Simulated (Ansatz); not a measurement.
# GeCN₂, space group R-3m: a single point

Program: Ansatz's Python interface.

Notebook, run cell by cell (the value of a cell's last expression is shown):

In [1]:
```python
from pathlib import Path

import ansatz
import numpy as np
from pymatgen.core import Lattice, Structure
from pymatgen.io.ase import AseAtomsAdaptor
```

In [2]:
```python
config = {
    "xc": "pbesol",
    "kmesh": (6, 6, 6),
    "smearing": "fixed",
    "tolerance": 1e-07,
}

pmg_structure = Structure(
    Lattice([(1.79379, 1.035645, 4.921957), (-1.79379, 1.035645, 4.921957), (0.0, -2.071291, 4.921957)]),
    ["Ge", "C", "N", "N"],
    [
        (0.0, 0.0, 0.0),
        (0.5, 0.5, 0.5),
        (0.416096, 0.416096, 0.416096),
        (0.583904, 0.583904, 0.583904),
    ],
)
xtal = ansatz.Crystal.from_ase(AseAtomsAdaptor.get_atoms(pmg_structure))
```

In [3]:
```python
xtal.resolved().tree()["lattice"]
```
Out [3]:
```text
((1.79379, 1.035645, 4.921957), (-1.79379, 1.035645, 4.921957), (0.0, -2.071291, 4.921957))
```

In [4]:
```python
# settings of the run
base = (
    xtal.calculation()
    .functional(config["xc"])
    .basis(31 * ansatz.Ry)
    .kpoints(*config["kmesh"])
    .occupations(config["smearing"])
    .scf(tolerance=config["tolerance"])
    .potential()
    .density()
    .electron_localization_function()
    .output_files(volumetric_format="npy")
)
planned = base.session().plan(threads=1)
facts = planned.describe()
print("plan:", facts["n_bands"], "bands,", len(facts["kpoints_frac"]), "k-points, plane waves", facts["n_pw_range"], "grid", facts["fft_dense"])
outcome = planned.execute()
data = outcome.report
```
```text
plan: 18 bands, 32 k-points, plane waves [1043, 1094] grid [25, 36, 25]
```

In [5]:
```python
data["free_energy_ev"]
```
Out [5]:
```text
-5255.96108797715
```

In [6]:
```python
data["n_iterations"], data["closed_by"]
```
Out [6]:
```text
(7, 'deck_thresholds')
```

In [7]:
```python
type(outcome).__name__, type(data).__name__
```
Out [7]:
```text
('RunOutcome', 'dict')
```

In [8]:
```python
n_atoms = len(data["lattice"]["sites"])
print("F =", round(data["free_energy_ev"], 4), "eV for", n_atoms, "atoms")
print("E(sigma -> 0) =", round(data["energy_sigma0_ev"], 4), "eV, TS =", round(data["entropy_ts_ev"], 5), "eV")
print("closed by", data["closed_by"], "after", data["n_iterations"], "iterations")

v = outcome.potential()
line = v.v_es_ev.mean(axis=(0, 1))
print("planar mean of the electrostatic potential along the third grid axis (eV):")
np.round(line[:: max(len(line) // 12, 1)], 3)
```
```text
F = -5255.9611 eV for 4 atoms
E(sigma -> 0) = -5255.9611 eV, TS = 0.0 eV
closed by deck_thresholds after 7 iterations
planar mean of the electrostatic potential along the third grid axis (eV):
```
Out [8]:
```text
array([ 2.972,  3.424,  4.41 ,  4.736,  3.346,  0.318, -1.884, -1.069,
        1.918,  4.304,  4.745,  3.897,  3.091])
```

In [9]:
```python
folder = Path(outcome.write_results("fields"))
print("densities in e/A^3, potentials in eV, ELF without unit")
for name in sorted(p.name for p in folder.glob("*.npy")):
    field = np.load(folder / name)
    print(f"{name:16s} {str(field.shape):16s} min {field.min():10.4f}  mean {field.mean():10.4f}  max {field.max():10.4f}")
```
```text
densities in e/A^3, potentials in eV, ELF without unit
elf.npy          (25, 36, 25)     min     0.0039  mean     0.3017  max     0.9772
rho.npy          (25, 36, 25)     min     0.0110  mean     0.5104  max    56.4363
v_es.npy         (25, 36, 25)     min   -87.6339  mean     2.6176  max    10.3083
v_tot.npy        (25, 36, 25)     min  -108.3994  mean    -7.0072  max     6.8876
```

Caveats:
- Total energies depend on the potentials; only differences at equal settings carry meaning. A total without «per atom» is that of the cell as typed.
- The fields are valence quantities on the plane-wave grid; their values near the nuclei depend on the potentials.
- This cell is a computed structure, which may not be the phase found in nature.
- Timing: 2.9 s on 1 thread of Arm Neoverse V2 (shared host), peak memory 0.44 GiB.
